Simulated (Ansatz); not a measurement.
**HOSeSi− (SMILES O=[Si-][SeH]): functionals against CCSD(T) at one geometry**

Aim: energy, forces and dipole at a structure displaced at random from a GFN2-xTB minimum, from CCSD(T) and from density functionals.

Method: single points in def2-TZVPPD; program: Ansatz 0.2.0, Gaussian basis.

Correlated methods freeze the cores. Filled d shells of the heavier atoms are correlated.

## Step 1: Starting geometry

SMILES `O=[Si-][SeH]`, 4 atoms, charge -1, spin multiplicity 1.

Atoms are counted from 1 here; the program's logs count them from 0.

Bond lengths: O1–Si2 1.420 Å, Se3–H4 1.493 Å.

Geometry (Å):

```xyz
4
HOSeSi
O    -1.2290    0.6718    1.1337
Si   -1.3115   -0.3648    0.1670
Se    0.9552   -0.7168   -1.2128
H     1.2285    0.4412   -0.3106
```

## Step 2: CCSD(T)/def2-TZVPPD

The input, run/in.yaml:

```yaml
crystal:
  periodic: [false, false, false]
  atoms:
    - {symbol: O, position_ang: [-1.229000, 0.671800, 1.133700]}
    - {symbol: Si, position_ang: [-1.311500, -0.364800, 0.167000]}
    - {symbol: Se, position_ang: [0.955200, -0.716800, -1.212800]}
    - {symbol: H, position_ang: [1.228500, 0.441200, -0.310600]}
basis:
  gaussian: {orbitals: "def2-TZVPPD.json"}
total_charge: -1
correlation: {method: ccsd_t}
output: {forces: true}
```

The basis file named in the input lies beside it (Basis Set Exchange, JSON).

The command line of these runs was not kept.

## Step 3: PBE0-D4/def2-TZVPPD

Edit run/in.yaml of step 2 so:

```diff
@@ -10,3 +10,3 @@
 total_charge: -1
-correlation: {method: ccsd_t}
-output: {forces: true}
+hamiltonian: {xc: pbe0, dispersion: d4}
+output: {forces: true, orbitals: {seedname: orbitals}}
```

## Step 4: wB97M-V/def2-TZVPPD

Edit run/in.yaml of step 3 so:

```diff
@@ -10,3 +10,3 @@
 total_charge: -1
-hamiltonian: {xc: pbe0, dispersion: d4}
-output: {forces: true, orbitals: {seedname: orbitals}}
+hamiltonian: {xc: {name: wB97M-V}}
+output: {forces: true}
```

## Step 5: r2SCAN-D4/def2-TZVPPD

Edit run/in.yaml of step 4 so:

```diff
@@ -10,3 +10,3 @@
 total_charge: -1
-hamiltonian: {xc: {name: wB97M-V}}
+hamiltonian: {xc: r2scan, dispersion: d4}
 output: {forces: true}
```

## Step 6: PBE-D4/def2-TZVPPD

Edit run/in.yaml of step 5 so:

```diff
@@ -10,3 +10,3 @@
 total_charge: -1
-hamiltonian: {xc: r2scan, dispersion: d4}
+hamiltonian: {xc: pbe, dispersion: d4}
 output: {forces: true}
```

## Step 7: HSE06-D4/def2-TZVPPD

Edit run/in.yaml of step 6 so:

```diff
@@ -10,3 +10,3 @@
 total_charge: -1
-hamiltonian: {xc: pbe, dispersion: d4}
+hamiltonian: {xc: hse06, dispersion: d4}
 output: {forces: true}
```

## Step 8: r2SCAN0-D4/def2-TZVPPD

Edit run/in.yaml of step 7 so:

```diff
@@ -10,3 +10,3 @@
 total_charge: -1
-hamiltonian: {xc: hse06, dispersion: d4}
+hamiltonian: {xc: {name: r2SCAN0}, dispersion: d4}
 output: {forces: true}
```

(Steps that only read results are left out.)

**Question.** What will these runs give? Wanted: RMS force component; RMS force error; HOMO and LUMO, PBE0-D4; T1 diagnostic.

The runs gave:

| quantity | value |
| --- | --- |
| RMS force component | 3.428 to 3.969 eV/Å over the methods |
| RMS force error | PBE0-D4 0.264, wB97M-V 0.272, r2SCAN-D4 0.135, PBE-D4 0.189, HSE06-D4 0.255, r2SCAN0-D4 0.430 eV/Å |
| HOMO and LUMO, PBE0-D4 | -1.03 and 3.48 eV |
| T1 diagnostic | 0.014 |

**Reading.** The forces of r2SCAN-D4 come nearest to CCSD(T), those of r2SCAN0-D4 are farthest. Frozen-core CCSD(T) forces in triple zeta carry basis errors of their own, and this is one geometry, so small gaps rank nothing.
